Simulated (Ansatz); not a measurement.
NiMoIrPdW:

```
Ni Mo Pd Ir W
1.0
     4.11705    0.00000    0.00000
    -2.05853    3.56547    0.00000
     0.00000    0.00000    5.44580
Ni Mo Pd Ir W
1 1 1 1 1
Direct
  0.00000 0.00000 0.95775
  0.66667 0.33333 0.96161
  0.66667 0.33333 0.46295
  0.33333 0.66667 0.72572
  0.33333 0.66667 0.23642
```

The cell was built by a generator and needn't be a form met in nature.

Base run:

| Item | Value |
| --- | --- |
| Program | Ansatz 0.2.0 |
| Functional | BLYP |
| Potentials or basis | Ansatz PAW |
| Cutoff | 420 eV (not typed: the program's choice for these potentials) |
| k mesh | 8 × 8 × 5 |
| Occupations | fermi-dirac, width 0.05 eV |
| Spin | collinear spin, ferromagnetic start |
| Starting moments | [1.0, 1.0, 0.0, 0.6, 0.0] μB |

Its results: band gap on the k mesh none (metal or under the smearing width); pressure 9.7 GPa; net moment 0.00 μB per cell; largest force 0.174 eV/Å.

Q: The run is repeated on the same cell with these changes: functional from BLYP to PBE; potentials or basis from Ansatz PAW to JTH PAW; cutoff from 420 eV (not typed: the program's choice for these potentials) to 2400 eV (not typed: the program's choice for these potentials); valence electrons from 81 to 79. What comes out?

A: Band gap on the k mesh none (metal or under the smearing width); pressure 0.2 GPa; net moment 0.00 μB per cell; largest force 0.040 eV/Å.

Caveats: the starting moments weren't kept; spin-orbit coupling is left out, which moves the levels of the heavy elements (some runs); the PAW data sets come from PBE, with cores solved anew for the run's functional, which leaves a small shift of forces and pressure (some runs).
